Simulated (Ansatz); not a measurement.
**YbBi (CsCl type): the equilibrium volume**

At what volume is YbBi (CsCl type) free of pressure? This structure was made by substitution into a known type, so it needn't be the compound's stable form.

Method: DFT PBE+U (U_eff = 6 eV on Yb 4f), scalar-relativistic, plane waves, PAW, in Ansatz 0.2.0.

3 further runs of the same task are left out: 1 for a known fault of the program, 2 that didn't finish.

## (1) The starting structure

Symmetry: Pm-3m, No. 221, cubic system. The conventional cell has a = 3.712 Å, b = 3.712 Å, c = 3.712 Å, α = 90.00°, β = 90.00°, γ = 90.00°. Yb (site symmetry m-3m) has 8 Bi at 3.21 Å as nearest neighbours. Bi (site symmetry m-3m) has 8 Yb at 3.21 Å as nearest neighbours.

Structure file:

```cif
data_structure
_symmetry_space_group_name_H-M 'Pm-3m'
_symmetry_Int_Tables_number 221
_cell_length_a 3.7120
_cell_length_b 3.7120
_cell_length_c 3.7120
_cell_angle_alpha 90.000
_cell_angle_beta 90.000
_cell_angle_gamma 90.000
_cell_volume 51.15
loop_
_atom_site_label
_atom_site_type_symbol
_atom_site_symmetry_multiplicity
_atom_site_Wyckoff_symbol
_atom_site_fract_x
_atom_site_fract_y
_atom_site_fract_z
_atom_site_occupancy
Yb1 Yb 1 a 0.00000 0.00000 0.00000 1
Bi1 Bi 1 b 0.50000 0.50000 0.50000 1
```

The moments start at Yb 1.00 μB.

## (2) A coarse mesh, to find the state of the open shells

File input.yaml:

```yaml
crystal:
  lattice:
    - [3.7119673233, 0.0, 0.0]
    - [0.0, 3.7119673233, 0.0]
    - [0.0, 0.0, 3.7119673233]
  atoms:
    - { symbol: Yb, position: [0.0, 0.0, 0.0], spin: 1.0 }
    - { symbol: Bi, position: [0.5, 0.5, 0.5] }
basis:
  ecutwfc: 420
  ecutrho_ratio: 4
kpoints:
  mp_grid: { grid: [4, 4, 4] }
hamiltonian:
  xc: pbe
  hubbard: { sites: [{ species: Yb, l: f, u_eff: 6.0 }] }
scf:
  occupations: { method: gaussian, width: 0.05 }
output:
  forces: true
  stress: true
  eigenvalues: true
  populations: true
  hubbard: { sites: [{ species: Yb, l: f }] }
magnetization:
  spin_polarized: true
```

Command:

```sh
> ansatz run input.yaml --threads 2 --pin off --max-ram 2662MiB --backend cpu --events-out ev --progress --plain --runs-dir out
```

What it wrote, cut to the lines that bear on the results:

```text
Warning: RAYON_NUM_THREADS=2 ignored (pool sized by the plan → 2); use --threads N
Yb: projections on atomic orbitals take those of the free atom [Kr 4d10] 4f14 5s2 5p6 5d0 6s2, of charge +0.00 (hamiltonian.pseudopotentials.projection_atoms); the dataset's partial waves leave at most 1.5e-4 of an orbital's norm unspanned inside its sphere
Bi: projections on atomic orbitals take those of the free atom [Xe 4f14] 5d10 6s2 6p3, of charge +0.00 (hamiltonian.pseudopotentials.projection_atoms); the dataset's partial waves leave at most 4.7e-5 of an orbital's norm unspanned inside its sphere
[...]
Pseudopotentials: kind: paw
Pseudopotential: Yb, paw, valence charge 24, recommended cutoff 420 eV (normal), Yb.paw.azcp
Pseudopotential: Bi, paw, valence charge 15, recommended cutoff 420 eV (normal), Bi.paw.azcp
Functional definition: PBE
[...]
Crystal: 2 atoms, lattice volume = 51.146 Å³
Basis set: ecut = 420 eV, 1021 PW (Γ), exchange–correlation on 50×50×50 points (8 copies of the dense FFT grid, shifted against one another)
Bands: 26, of which v1, the nominal top of the filled ones, is band 20 counted from 1 (19 counted from 0)
Symmetry: 48 space group operations
Space group: Pm-3m (ITA 221), of the structure as read, at distance tolerance 3.7e-5 Å
Magnetic group: BNS 221.92 (UNI 1594), of the structure as read, at distance tolerance 3.7e-5 Å
k-points: 10 of 64
[...]
Spin contamination: 0.0010 ħ² per cell (⟨S²⟩ above its minimum at these occupations)
Per-site moments (μB) at R_I (Å): [(-0.02608979694775211, 1.3260464249981538), (-0.05856857265073454, 1.3260464249981538)]
Free energy (F): -26192.299289 eV
[...]
E sigma→0 (E₀):  -26192.297158 eV
Entropy (-TS):   -0.004262 eV (-2.131 meV/atom)
Fermi energy:    15.623748 eV
[...]
--- Forces (eV/Å), atoms counted from 1 ---
  atom   1  Yb    -0.00000000     0.00000000     0.00000000
  atom   2  Bi     0.00000000     0.00000000     0.00000000
[...]
--- Stress (GPa, compression-positive) ---
       12.180583      -0.000000       0.000000
        0.000000      12.180583       0.000000
        0.000000       0.000000      12.180583
  P = ⅓ Tr σ = 12.1806 GPa (121.806 kbar)
--- Band table (eV; the first three rows and the last of 20) ---
[... band rows left out ...]
[...]
Occupation matrices written to <dir>
--- Löwdin populations: 2 sites ---
  site symbol       q [e]    m [muB]
     0     Yb     24.1157    -0.0428
     1     Bi     14.8406    -0.0840
  spilling = 0.001121 (of n_electrons = 39.000000)
--- Occupation matrices: 1 shell (run DFT+U table (all-electron-ortho-atomic); ε = 4.56e-6) ---
  Yb0 f_4F: site group Oh (m-3m)
  Yb0 f_4F up     Tr n = 6.9680  λ = 0.992 0.993 0.993 0.993 0.999 0.999 0.999  [xyz 1.00 (A2u 1.00) A2u(1.00) | 3× z3 0.33 (T1u 1.00) T1u(1.00) | 3× z(x2-y2) 0.33 (T2u 1.00) T2u(1.00)]
  Yb0 f_4F dn     Tr n = 6.9709  λ = 0.991 0.995 0.995 0.995 0.999 0.999 0.999  [xyz 1.00 (A2u 1.00) A2u(1.00) | 3× z3 0.33 (T1u 1.00) T1u(1.00) | 3× z(x2-y2) 0.33 (T2u 1.00) T2u(1.00)]
  Tr n, λ and their labels are of the run-group-symmetrised matrices; stabiliser: 48 of 96 elements of G0×{1,Θ} (closed), max defect 5.4e-15 at τ = 9.7e-7
```

Wall time 12 s (2 threads of Arm Neoverse V1, shared host); peak memory 0.35 GiB.

Result: volume 25.573 Å³/atom, pressure 12.18 GPa, metallic, moments in the atoms' spheres Bi -0.06 μB.

## (3) The same volume on a finer mesh

input.yaml, as its differences from that of step 2:

```diff
@@ -12,3 +12,3 @@
 kpoints:
-  mp_grid: { grid: [4, 4, 4] }
+  mp_grid: { grid: [8, 8, 8] }
 hamiltonian:
@@ -18,2 +18,3 @@
   occupations: { method: gaussian, width: 0.05 }
+  lower_state_search: "off"
 output:
@@ -26 +27,7 @@
   spin_polarized: true
+checkpoint:
+  read: start.run
+  write: ck
+  compress: false
+  write_wavefunctions: false
+  write_every: 100000
```

start.run holds the state that an earlier run reached from these same starting moments.

Command:

```sh
> ansatz run input.yaml --threads 2 --pin off --max-ram 2662MiB --backend cpu --events-out ev --progress --plain --runs-dir out
```

What it wrote, cut to the lines that bear on the results:

```text
Warning: RAYON_NUM_THREADS=2 ignored (pool sized by the plan → 2); use --threads N
Yb: projections on atomic orbitals take those of the free atom [Kr 4d10] 4f14 5s2 5p6 5d0 6s2, of charge +0.00 (hamiltonian.pseudopotentials.projection_atoms); the dataset's partial waves leave at most 1.5e-4 of an orbital's norm unspanned inside its sphere
Bi: projections on atomic orbitals take those of the free atom [Xe 4f14] 5d10 6s2 6p3, of charge +0.00 (hamiltonian.pseudopotentials.projection_atoms); the dataset's partial waves leave at most 4.7e-5 of an orbital's norm unspanned inside its sphere
[...]
Pseudopotentials: kind: paw
Pseudopotential: Yb, paw, valence charge 24, recommended cutoff 420 eV (normal), Yb.paw.azcp
Pseudopotential: Bi, paw, valence charge 15, recommended cutoff 420 eV (normal), Bi.paw.azcp
Functional definition: PBE
[...]
Crystal: 2 atoms, lattice volume = 51.146 Å³
Basis set: ecut = 420 eV, 1021 PW (Γ), exchange–correlation on 50×50×50 points (8 copies of the dense FFT grid, shifted against one another)
[...]
WARN: the starting moments were not kept: the SCF closed with an absolute magnetisation of 7.5e-6 μB, where they sum to 1 μB in size (1 site). That is at most 0.1 of that sum. Measured as dr2_m measures the in/out step, that magnetisation stands 3.7e-12 eV from none, at or under the [...]
  atom   2  Bi     0.00000000    -0.00000000    -0.00000000
[...]
--- Stress (GPa, compression-positive) ---
       12.184054       0.000000       0.000000
        0.000000      12.184054       0.000000
        0.000000       0.000000      12.184054
  P = ⅓ Tr σ = 12.1841 GPa (121.841 kbar)
--- Band table (eV; the first three rows and the last of 70) ---
[... band rows left out ...]
[...]
Occupation matrices written to <dir>
--- Löwdin populations: 2 sites ---
  site symbol       q [e]    m [muB]
     0     Yb     24.1244     0.0000
     1     Bi     14.8308    -0.0000
  spilling = 0.001147 (of n_electrons = 39.000000)
--- Occupation matrices: 1 shell (run DFT+U table (all-electron-ortho-atomic); ε = 4.63e-5) ---
  Yb0 f_4F: site group Oh (m-3m)
  Yb0 f_4F up     Tr n = 6.9678  λ = 0.988 0.995 0.995 0.995 0.999 0.999 0.999  [xyz 1.00 (A2u 1.00) A2u(1.00) | 3× z3 0.33 (T1u 1.00) T1u(1.00) | 3× z(x2-y2) 0.33 (T2u 1.00) T2u(1.00)]
  Yb0 f_4F dn     Tr n = 6.9678  λ = 0.988 0.995 0.995 0.995 0.999 0.999 0.999  [xyz 1.00 (A2u 1.00) A2u(1.00) | 3× z3 0.33 (T1u 1.00) T1u(1.00) | 3× z(x2-y2) 0.33 (T2u 1.00) T2u(1.00)]
  Tr n, λ and their labels are of the run-group-symmetrised matrices; stabiliser: 96 of 96 elements of G0×{1,Θ} (closed), max defect 1.7e-7 at τ = 9.8e-6
```

Wall time 5.2 s (2 threads of Arm Neoverse V1, shared host); peak memory 0.43 GiB.

Result: volume 25.573 Å³/atom, pressure 12.18 GPa, no gap, no moment left.

## (4) Volume 27.650 Å³/atom

File input.yaml:

```yaml
crystal:
  lattice:
    - [3.8098666523, 0.0, 0.0]
    - [0.0, 3.8098666523, 0.0]
    - [0.0, 0.0, 3.8098666523]
  atoms:
    - { symbol: Yb, position: [0.0, 0.0, 0.0], spin: 0.05 }
    - { symbol: Bi, position: [0.5, 0.5, 0.5] }
basis:
  ecutwfc: 420
  ecutrho_ratio: 4
kpoints:
  mp_grid: { grid: [8, 8, 8] }
hamiltonian:
  xc: pbe
  hubbard:
    sites:
      - { species: Yb, l: f, u_eff: 6.0, starting_ns: start.occupation_matrices }
    ns_hold: { iters: 6 }
scf:
  occupations: { method: gaussian, width: 0.05 }
  lower_state_search: "off"
output:
  forces: true
  stress: true
  eigenvalues: true
  populations: true
  hubbard: { sites: [{ species: Yb, l: f }] }
magnetization:
  spin_polarized: true
```

start.occupation_matrices holds the open shells' occupation matrices from the neighbouring geometry.

Command:

```sh
> ansatz run input.yaml --threads 2 --pin off --max-ram 2662MiB --backend cpu --events-out ev --progress --plain --runs-dir out
```

What it wrote:

```text
Warning: RAYON_NUM_THREADS=2 ignored (pool sized by the plan → 2); use --threads N
Yb: projections on atomic orbitals take those of the free atom [Kr 4d10] 4f14 5s2 5p6 5d0 6s2, of charge +0.00 (hamiltonian.pseudopotentials.projection_atoms); the dataset's partial waves leave at most 1.5e-4 of an orbital's norm unspanned inside its sphere
Bi: projections on atomic orbitals take those of the free atom [Xe 4f14] 5d10 6s2 6p3, of charge +0.00 (hamiltonian.pseudopotentials.projection_atoms); the dataset's partial waves leave at most 4.7e-5 of an orbital's norm unspanned inside its sphere
hamiltonian.hubbard.sites[].starting_ns: atoms 0 take their starting occupation matrices from start.occupation_matrices, whose run converged (SHA-256 )
Engine: ansatz 0.2.0, aarch64-unknown-linux-gnu
Pseudopotentials: kind: paw
Pseudopotential: Yb, paw, valence charge 24, recommended cutoff 420 eV (normal), Yb.paw.azcp
Pseudopotential: Bi, paw, valence charge 15, recommended cutoff 420 eV (normal), Bi.paw.azcp
Functional definition: PBE
  parameter kappa = 0.804
  parameter beta = 0.06672455060314922
  exchange = pbe_x(kappa = kappa, mu = beta*pi^2/3)
  correlation = pbe_c(beta = beta)
Crystal: 2 atoms, lattice volume = 55.301 Å³
Basis set: ecut = 420 eV, 1045 PW (Γ), exchange–correlation on 54×54×54 points (8 copies of the dense FFT grid, shifted against one another)
Bands: 24, of which v1, the nominal top of the filled ones, is band 20 counted from 1 (19 counted from 0)
Symmetry: 48 space group operations
Space group: Pm-3m (ITA 221), of the structure as read, at distance tolerance 3.8e-5 Å
Magnetic group: BNS 221.92 (UNI 1594), of the structure as read, at distance tolerance 3.8e-5 Å
k-points: 35 of 512
Non-local potential: Yb, projectors of the file, l = 0: 3, l = 1: 2, l = 2: 2, l = 3: 3
Non-local potential: Bi, projectors of the file, l = 0: 2, l = 1: 2, l = 2: 2, l = 3: 2
PAW form: soft (Blöchl's): semilocal exchange-correlation on the pseudo side does not see the compensation charge
PAW one-centre angular grid: Yb, 590 points (default); XC on 64 Gauss nodes
PAW one-centre angular grid: Bi, 590 points (default); XC on 64 Gauss nodes
Initial density: superposition of atomic densities (chi_scale 0.1, normalization cell)
Starting moments: Σ|m| = 0.05 μB on 1 of 2 sites
Initial wavefunctions: pseudopotential atomic-orbital guess
Functional: x = pbe(κ = 0.804, μ = 0.2195149727645171), c = pbe(β = 0.06672455060314922)
iter 1 solved again at ethr=1.80e-3 eV; its pass at ethr=3.10e-3 eV (dr2=7.02e-1 eV) is discarded
SCF iter   1: F=—  HF=-26192.610063 eV  |F-HF|=—  |Δ(HF+E_count)|=         —  Δρ=2.14e-2 (↑1.72e-2 ↓2.14e-2)  dr2=6.98e-1  dr2_m=2.64e-3  M=0.001 μB ∫|m|=0.002 μB  β_m=0.30  ethr=1.80e-3  ⟨swp⟩=1.0  Hψ=9379  notcnv=0
preconditioner: auto → Resta (q_TF=auto, 2.574 Å⁻¹)  ε∞=5.0  [insulator: Δε(μ)=0.065 eV  Ē_g=15.120 eV  σ=0.050 eV  W_gap=0.54  n_scr=18 (ndim 8)  ℏωp=30.4 eV  f_vac=0.000  D(μ)=0.56/eV (n_scr^D=0)  ε∞_Penn≈5.0]
spin=Collinear: Resta preconditioning applied to the charge; magnetization (m = ρ↑ − ρ↓) channel mixes plain (no charge-response kernel on spin).
SCF iter   2: F=—  HF=-26192.460003 eV  |F-HF|=—  |Δ(HF+E_count)|=   1.50e-1  Δρ=7.12e-3 (↑5.35e-3 ↓7.12e-3)  dr2=7.67e-2  dr2_m=1.28e-3  M=0.001 μB ∫|m|=0.002 μB  β_m=0.30  ethr=1.79e-3  ⟨swp⟩=3.7  Hψ=3783  notcnv=0
SCF iter   3: F=—  HF=-26192.451213 eV  |F-HF|=—  |Δ(HF+E_count)|=   8.79e-3  Δρ=7.22e-3 (↑5.36e-3 ↓7.22e-3)  dr2=7.99e-2  dr2_m=6.63e-4  M=0.001 μB ∫|m|=0.001 μB  β_m=0.30  ethr=1.97e-4  ⟨swp⟩=2.5  Hψ=3304  notcnv=0  defer=24
SCF iter   4: F=—  HF=-26192.436694 eV  |F-HF|=—  |Δ(HF+E_count)|=   1.45e-2  Δρ=3.06e-3 (↑3.06e-3 ↓1.82e-3)  dr2=1.09e-2  dr2_m=3.29e-4  M=0.001 μB ∫|m|=0.001 μB  β_m=0.30  ethr=1.97e-4  ⟨swp⟩=3.1  Hψ=3593  notcnv=0  defer=24
SCF iter   5: F=—  HF=-26192.439812 eV  |F-HF|=—  |Δ(HF+E_count)|=   3.12e-3  Δρ=1.62e-3 (↑1.62e-3 ↓7.07e-4)  dr2=2.51e-3  dr2_m=1.70e-4  M=0.001 μB ∫|m|=0.001 μB  β_m=0.30  ethr=2.78e-5  ⟨swp⟩=2.2  Hψ=3370  notcnv=0  defer=24
SCF iter   6: F=—  HF=-26192.441451 eV  |F-HF|=—  |Δ(HF+E_count)|=   1.64e-3  Δρ=1.61e-3 (↑1.61e-3 ↓8.24e-4)  dr2=2.79e-3  dr2_m=8.64e-5  M=0.000 μB ∫|m|=0.001 μB  β_m=0.30  ethr=6.43e-6  ⟨swp⟩=2.2  Hψ=3024  notcnv=0  defer=24
SCF iter   7: F=—  HF=-26192.441125 eV  |F-HF|=—  |Δ(HF+E_count)|=   3.25e-4  Δρ=1.10e-3 (↑1.10e-3 ↓5.42e-4)  dr2=1.33e-3  dr2_m=4.39e-5  M=0.000 μB ∫|m|=0.000 μB  β_m=0.30  ethr=6.43e-6  ⟨swp⟩=1.0  Hψ=1658  notcnv=0  defer=24
Mixer restart at iter 7: flushing history
SCF iter   8: F=—  HF=-26192.440657 eV  |F-HF|=—  |Δ(HF+E_count)|=         —  Δρ=3.29e-4 (↑1.38e-4 ↓3.29e-4)  dr2=1.75e-5  dr2_m=2.25e-5  M=0.000 μB ∫|m|=0.000 μB  β_m=0.30  ethr=3.41e-6  ⟨swp⟩=2.1  Hψ=3037  notcnv=0  defer=24
Mixer restart at iter 8: flushing history
spin-set hold released at iteration 8 (site moments contracting): the magnetisation degrees of freedom join the quasi-Newton model from the next iteration; the mixer history was flushed
SCF iter   9: F=—  HF=-26192.440699 eV  |F-HF|=—  |Δ(HF+E_count)|=   4.24e-5  Δρ=3.05e-4 (↑7.83e-5 ↓3.05e-4)  dr2=3.34e-5  dr2_m=1.15e-5  M=0.000 μB ∫|m|=0.000 μB  β_m=0.65  ethr=4.50e-8  ⟨swp⟩=2.0  Hψ=2975  notcnv=0  defer=24
SCF iter  10: F=—  HF=-26192.440797 eV  |F-HF|=—  |Δ(HF+E_count)|=   9.76e-5  Δρ=1.77e-4 (↑1.77e-4 ↓1.48e-4)  dr2=4.36e-5  dr2_m=1.16e-7  M=0.000 μB ∫|m|=0.000 μB  β_m=0.49  ethr=4.50e-8  ⟨swp⟩=3.0  Hψ=3499  notcnv=0  defer=24
SCF iter  11: F=—  HF=-26192.440748 eV  |F-HF|=—  |Δ(HF+E_count)|=   4.86e-5  Δρ=6.47e-5 (↑6.47e-5 ↓2.65e-5)  dr2=4.88e-6  dr2_m=2.06e-7  M=-0.000 μB ∫|m|=0.000 μB  β_m=0.55  ethr=4.50e-8  ⟨swp⟩=3.0  Hψ=3498  notcnv=0  defer=24
SCF iter  12: F=—  HF=-26192.440749 eV  |F-HF|=—  |Δ(HF+E_count)|=   5.48e-7  Δρ=9.26e-6 (↑9.26e-6 ↓8.55e-6)  dr2=8.37e-8  dr2_m=1.18e-10  M=0.000 μB ∫|m|=0.000 μB  β_m=0.69  ethr=2.56e-10  ⟨swp⟩=7.4  Hψ=11263  notcnv=0
iter 13 did not close the SCF: its close was put off for a magnetic moment that had not settled (scf_convergence_deferred on its scf_iter line)
SCF iter  13: F=-26192.440749 eV  HF=-26192.440749 eV  |F-HF|=1.46e-8  |Δ(HF+E_count)|=   2.19e-7  Δρ=3.70e-6 (↑3.70e-6 ↓2.69e-6)  dr2=1.66e-8  dr2_m=8.96e-10  M=0.000 μB ∫|m|=0.000 μB  β_m=0.84  ethr=2.15e-10  ⟨swp⟩=4.8  Hψ=6595  notcnv=0
SCF iter  14: F=-26192.440749 eV  HF=-26192.440749 eV  |F-HF|=4.00e-10  |Δ(HF+E_count)|=   2.20e-8  Δρ=7.64e-7 (↑7.64e-7 ↓7.25e-7)  dr2=1.25e-9  dr2_m=1.76e-12  M=0.000 μB ∫|m|=0.000 μB  ethr=4.27e-11  ⟨swp⟩=2.9  Hψ=6517  notcnv=0
WARN: the starting moments were not kept: the SCF closed with an absolute magnetisation of 2.9e-6 μB, where they sum to 0.05 μB in size (1 site). That is at most 0.1 of that sum. Measured as dr2_m measures the in/out step, that magnetisation stands 5.2e-13 eV from none, at or under the dr2_threshold of 1.0e-7 eV: it is no larger than a step whose dr2_m would equal this threshold. The system may hold no moment; this SCF shows only that its start led to no more than that. To try another start: raise the starting moments (crystal.atoms[].spin, magnetization.per_species, magnetization.initial_magnetization, or on a non-collinear deck that types none of these the spinor_matrix: blocks that start its atoms; where the total moment is fixed, keep their sum and leave initial_magnetization as it is; typed ones take the place of any that the run laid by itself, positive ones on a crystal's lanthanoids without a Hubbard term where scf.initial_density.shell_occupations: [] is typed) or, if the notice of its spin-set hold's release reads "site moments contracting" or "site moments show no strong build", lengthen the hold (scf.mixing.spin_hold: { on: { confirm: 4 } }; for m-r²SCAN on two components see the key's manual first). Each may lead to a state that holds a moment. A second SCF, from the converged charge density, with the starting moments and any scf.initial_density.shell_occupations laid on it anew, would have followed, and was not run: the deck does not ask for one (magnetization.retry_lost_moments is false, the default). To let it run, set magnetization.retry_lost_moments: true and run the deck again, where that key's refused combinations let it; where memory then withholds it, that run's warning says so.
SCF 1 converged in 14 iterations: F = -26192.440749 eV  dr2 = 1.25e-9
SCF converged after 14 iterations
Magnetization: 0.0000 μB (19.5000 up, 19.5000 down)
Absolute magnetization: 0.0000 μB (∫|ρ↑−ρ↓|, with the PAW one-centre terms)
Spin contamination: 0.0000 ħ² per cell (⟨S²⟩ above its minimum at these occupations)
Per-site moments (μB) at R_I (Å): [(6.116224359133886e-7, 1.3610195386932273), (-7.966958681473573e-7, 1.3610195386932273)]
Free energy (F): -26192.440749 eV
Harris-Foulkes:  -26192.440749 eV  (|F-HF|=4.00e-10)
Internal energy: -26192.439810 eV  (E = F + TS)
E sigma→0 (E₀):  -26192.440280 eV
Entropy (-TS):   -0.000939 eV (-0.469 meV/atom)
Fermi energy:    13.864381 eV
--- Per-component energies (eV) ---
  E_band       = 12.589399
  E_kinetic    = 660.010608
  E_local      = -7297.642726  (includes V_loc(G=0)·N_el)
  E_nonlocal   = 1120.082658
  E_hartree    = 3050.715096
  E_xc         = -315.017642
  E_vxc        = -348.479106  (∫ρ·V_xc dr)
  E_hubbard    = 0.160377  (on-site DFT+U / exact-exchange correction)
  E_vhub       = -41.517883  (the Hubbard potential's part of the band-sum identity)
  E_paw        = -18024.734339  (= ΣΔE_a)
  E_vpaw       = -181.292296  (= ΣTr[D̂ρ^β])
  E_aug_tail   = -0.000430  (compensation charges beyond the density's cutoff)
  E_ewald      = -5386.013412
  E_smearing   = -0.000939  (= −TS)
  E_closure    = 0.000000  (closes the sum)
  Σ components = -26192.440749   (vs F -26192.440749, Δ=0.00e0)
--- Specified on-site occupations, and those of the state reported ---
  electrons in the specified blocks: 13.9357 specified, 13.9462 found
  site 0 (l=f) ↑: largest change of an orbital's occupation 0.0017; electrons 6.9678 specified, 6.9731 found; spectral distance 0.0024
  site 0 (l=f) ↓: largest change of an orbital's occupation 0.0017; electrons 6.9678 specified, 6.9731 found; spectral distance 0.0024
--- Forces (eV/Å), atoms counted from 1 ---
  atom   1  Yb    -0.00000000    -0.00000000     0.00000000
  atom   2  Bi     0.00000000    -0.00000000    -0.00000000
  max |Σ_I F_I| component: 1.13e-28 eV/Å
--- Stress (GPa, compression-positive) ---
        6.374589      -0.000000       0.000000
       -0.000000       6.374589       0.000000
        0.000000       0.000000       6.374589
  P = ⅓ Tr σ = 6.3746 GPa (63.746 kbar)
--- Band table (eV; the first three rows and the last of 70) ---
  k-point 0 ↑: bands = ["-36.7855", "-9.2893", "-9.2893", "-9.2893", "-8.6409", "-8.6409", "-8.6029", "-8.6029", "-8.6029", "1.7364", "11.7003", "11.7003", "11.7003", "11.7495", "11.7495", "11.7495", "11.8475", "14.4445", "14.4445", "14.6314", "14.6314", "14.6314", "15.8398", "19.1131"]
  k-point 1 ↑: bands = ["-36.7849", "-9.3190", "-9.2965", "-9.2965", "-8.6405", "-8.6287", "-8.6026", "-8.5950", "-8.5950", "1.8791", "11.5980", "11.7154", "11.7154", "11.7402", "11.7551", "11.7551", "11.8461", "12.7060", "14.5101", "14.5101", "14.5361", "15.2493", "17.4067", "19.1268"]
  k-point 2 ↑: bands = ["-36.7834", "-9.3886", "-9.3131", "-9.3131", "-8.6395", "-8.6020", "-8.6001", "-8.5764", "-8.5764", "2.2640", "10.4867", "11.7185", "11.7474", "11.7474", "11.7764", "11.7764", "11.8429", "11.8599", "14.2237", "14.2237", "14.7796", "16.2020", "19.1603", "19.2686"]
  k-point 34 ↓: bands = ["-36.7730", "-9.5081", "-9.5081", "-9.5081", "-8.5360", "-8.5360", "-8.5292", "-8.5292", "-8.5292", "4.3138", "10.3876", "10.3876", "10.3876", "11.7738", "11.7738", "11.7738", "11.8134", "11.8134", "11.8134", "11.9244", "17.2243", "17.2243", "17.2243", "19.4923"]
Occupation matrices written to <dir>
--- Löwdin populations: 2 sites ---
  site symbol       q [e]    m [muB]
     0     Yb     24.0455     0.0000
     1     Bi     14.9082    -0.0000
  spilling = 0.001187 (of n_electrons = 39.000000)
--- Occupation matrices: 1 shell (run DFT+U table (all-electron-ortho-atomic); ε = 3.24e-5) ---
  Yb0 f_4F: site group Oh (m-3m)
  Yb0 f_4F up     Tr n = 6.9731  λ = 0.990 0.996 0.996 0.996 0.999 0.999 0.999  [xyz 1.00 (A2u 1.00) A2u(1.00) | 3× z3 0.33 (T1u 1.00) T1u(1.00) | 3× z(x2-y2) 0.33 (T2u 1.00) T2u(1.00)]
  Yb0 f_4F dn     Tr n = 6.9731  λ = 0.990 0.996 0.996 0.996 0.999 0.999 0.999  [xyz 1.00 (A2u 1.00) A2u(1.00) | 3× z3 0.33 (T1u 1.00) T1u(1.00) | 3× z(x2-y2) 0.33 (T2u 1.00) T2u(1.00)]
  specified occupation → Yb0 f_4F up: matrix, ‖Δ‖_F = 0.0024, Tr Δ = -0.0053, displaced = 0.0026, d_λ = 0.0024; orbital distance = 0.0000
  specified occupation → Yb0 f_4F dn: matrix, ‖Δ‖_F = 0.0024, Tr Δ = -0.0053, displaced = 0.0026, d_λ = 0.0024; orbital distance = 0.0000
  Tr n, λ and their labels are of the run-group-symmetrised matrices; stabiliser: 96 of 96 elements of G0×{1,Θ} (closed), max defect 4.7e-8 at τ = 6.9e-6
```

Run time: 6.5 s. Hardware: 2 threads of Arm Neoverse V1, shared host; peak memory 0.43 GiB.

Result: volume 27.650 Å³/atom, pressure 6.37 GPa, no gap, no moment left.

[end of part 1 of 2]
